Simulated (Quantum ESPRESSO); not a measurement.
Cd2S under changes of volume

One of the cells (26.333 Å³/atom); the others are scaled copies at fixed shape and fractional positions:

```
CELL_PARAMETERS angstrom
3.96267 0.00000 0.00000
-1.98134 3.43177 0.00000
0.00000 0.00000 5.80919
ATOMIC_POSITIONS crystal
Cd 0.33333 0.66667 0.93272
Cd 0.66667 0.33333 0.57873
S 0.33333 0.66667 0.36571
```

The cell comes from a database or a generator and needn't be the stable form of this composition.

| Property | Result |
| --- | --- |
| Program | Quantum ESPRESSO 7.5 |
| Functional | r2SCAN |
| Potentials or basis | SG15 PBE 1.2 |
| Cutoff | 952 eV |
| Density cutoff | 3810 eV |
| k mesh | 4 × 4 × 3 |
| Occupations | fermi-dirac, width 0.05 eV |
| Spin | no spin polarisation |

```csv
volume (Å³/atom),energy over the lowest point (meV/atom),pressure (GPa),gap on the mesh (eV),largest force (eV/Å)
24.753,1.95,1.2,1.04,0.272
25.280,0.00,0.0,1.03,0.179
25.806,?,?,?,?
26.333,6.41,-1.9,1.01,0.020
26.860,14.01,-2.7,1.00,0.065
27.386,24.07,-3.4,1.00,0.136
27.913,36.33,-4.1,0.99,0.202
```

Q: What does the run at 25.806 Å³/atom give?

A: Energy over the lowest point 1.62 meV/atom; pressure -1.0 GPa; gap on the mesh 1.02 eV; largest force 0.093 eV/Å.

Worked out: A Birch-Murnaghan fit of order 3 (a polynomial in V^(-2/3)) to the other rows has its minimum at 25.29 Å³/atom with B0 = V·E''(V) = 52 GPa and B' = 4.9 at fixed shape and positions, which overstates the stiffness. It gives 1.62 meV/atom at 25.806 Å³/atom, against the run's 1.62, and -dE/dV = -1.0 GPa, against -1.0. A straight line through the other rows of the gap, of slope -0.413 eV per unit of ln V, gives 1.02 eV, against the run's 1.02.

Energies are extrapolated to zero smearing.

Caveats: all runs use coarse meshes; the potentials were made for another functional, which shifts forces and pressure; an odd mesh through Γ misses points on the zone boundary, where band edges often lie. Spin-orbit coupling on Cd is left out.
